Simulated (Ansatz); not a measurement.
# C6H14S: small, medium and large basis sets

The task here is to estimate one member of a computed series from the others.

The runs use Ansatz 0.2.0, Gaussian basis; one geometry, several basis sets.

The runs, in order: PBE0-D4/def2-SVP; ωB97M-V/def2-SVP; PBE0-D4/def2-QZVPP; ωB97M-V/def2-QZVPP; the functionals' def2-TZVPP values are taken from earlier runs.

## The relaxed structure

The geometry comes from an earlier relaxation with PBE0-D4 in a triple-zeta def2 set; it is a stationary point, not always the lowest conformer.

21 atoms, charge 0, spin multiplicity 1.

Atoms are counted from 1 here; the program's logs count them from 0.

Bond lengths: C1–C2 1.520 Å, C1–H8 1.093 Å, C1–H9 1.092 Å, C1–H10 1.094 Å, C2–C3 1.525 Å, C2–H11 1.097 Å, C2–H12 1.095 Å, C3–C4 1.518 Å, C3–H13 1.094 Å, C3–H14 1.095 Å, C4–S5 1.804 Å, C4–H15 1.094 Å, C4–H16 1.093 Å, S5–C6 1.806 Å, C6–C7 1.515 Å, C6–H17 1.093 Å, C6–H18 1.093 Å, C7–H19 1.092 Å and more. Angles: C2–C1–H8 112.0°, C2–C1–H9 111.2°, C2–C1–H10 111.0°, H8–C1–H9 107.3°, H8–C1–H10 107.6°, H9–C1–H10 107.7°, C1–C2–C3 114.1°, C1–C2–H11 109.6°, C1–C2–H12 109.2°, C3–C2–H11 109.3°, C3–C2–H12 108.4°, H11–C2–H12 106.0°, C2–C3–C4 113.3°, C2–C3–H13 108.7°, C2–C3–H14 110.0°, C4–C3–H13 109.3°, C4–C3–H14 108.9°, H13–C3–H14 106.4° and more.

Coordinates:

```
C     0.6830   -2.3313   -1.9455
C     1.0638   -0.9046   -1.5843
C    -0.0751   -0.0910   -0.9789
C    -0.5449   -0.6213    0.3637
S    -1.9059    0.2972    1.1119
C    -1.1670    1.9206    1.3979
C     0.0117    1.9241    2.3499
H     0.4139   -2.9187   -1.0645
H     1.5099   -2.8472   -2.4385
H    -0.1723   -2.3475   -2.6274
H     1.9110   -0.9146   -0.8883
H     1.4183   -0.3890   -2.4827
H     0.2570    0.9453   -0.8619
H    -0.9257   -0.0664   -1.6683
H     0.2887   -0.6855    1.0697
H    -0.9464   -1.6327    0.2639
H    -1.9925    2.5087    1.8070
H    -0.9033    2.3772    0.4407
H     0.8575    1.3646    1.9444
H    -0.2602    1.4757    3.3073
H     0.3540    2.9471    2.5309
```

Set-up of the first run:

Contents of in.yaml:

```yaml
crystal:
  periodic: [false, false, false]
  atoms:
    - {symbol: C, position_ang: [0.682988, -2.331325, -1.945467]}
    - {symbol: C, position_ang: [1.063794, -0.904596, -1.584342]}
    - {symbol: C, position_ang: [-0.075076, -0.090966, -0.978894]}
    - {symbol: C, position_ang: [-0.544887, -0.621319, 0.363718]}
    - {symbol: S, position_ang: [-1.905850, 0.297215, 1.111874]}
    - {symbol: C, position_ang: [-1.166972, 1.920601, 1.397880]}
    - {symbol: C, position_ang: [0.011710, 1.924129, 2.349925]}
    - {symbol: H, position_ang: [0.413904, -2.918715, -1.064462]}
    - {symbol: H, position_ang: [1.509911, -2.847183, -2.438495]}
    - {symbol: H, position_ang: [-0.172273, -2.347530, -2.627353]}
    - {symbol: H, position_ang: [1.911015, -0.914580, -0.888332]}
    - {symbol: H, position_ang: [1.418305, -0.388952, -2.482680]}
    - {symbol: H, position_ang: [0.256996, 0.945260, -0.861917]}
    - {symbol: H, position_ang: [-0.925731, -0.066358, -1.668326]}
    - {symbol: H, position_ang: [0.288730, -0.685549, 1.069704]}
    - {symbol: H, position_ang: [-0.946440, -1.632676, 0.263861]}
    - {symbol: H, position_ang: [-1.992484, 2.508747, 1.807006]}
    - {symbol: H, position_ang: [-0.903343, 2.377222, 0.440686]}
    - {symbol: H, position_ang: [0.857451, 1.364583, 1.944376]}
    - {symbol: H, position_ang: [-0.260155, 1.475728, 3.307338]}
    - {symbol: H, position_ang: [0.354004, 2.947064, 2.530900]}
basis:
  gaussian: {orbitals: def2-SVP}
hamiltonian: {xc: pbe0, dispersion: d4}
output: {orbitals: {seedname: orbitals}}
```

On the command line:

```sh
ansatz run in.yaml --threads 2 --pin off --events-out ev --progress --plain --max-ram 32768MiB --backend cpu
```

Steps of the session up to this table: PBE0-D4 in def2-SVP; ωB97M-V in def2-SVP; PBE0-D4 in def2-QZVPP; ωB97M-V in def2-QZVPP.

One table of the session follows, with a row left open; its other results are not shown here.

It belongs to the step «Density functionals: the series». 

| functional | basis | HOMO (eV) | LUMO (eV) |
| --- | --- | --- | --- |
| PBE0-D4 | def2-SVP | -6.07 | 1.45 |
| PBE0-D4 | def2-TZVPP | -6.17 | 0.94 |
| PBE0-D4 | def2-QZVPP | -6.20 | 0.57 |
| ωB97M-V | def2-SVP | ? | ? |
| ωB97M-V | def2-TZVPP | -8.41 | 2.41 |
| ωB97M-V | def2-QZVPP | -8.44 | 1.77 |

Estimate the missing values for ωB97M-V, def2-SVP.

As computed: HOMO (eV): -8.30; LUMO (eV): 3.12. In the column «HOMO (eV)» it lies between ωB97M-V, def2-TZVPP (-8.41) and PBE0-D4, def2-QZVPP (-6.20).
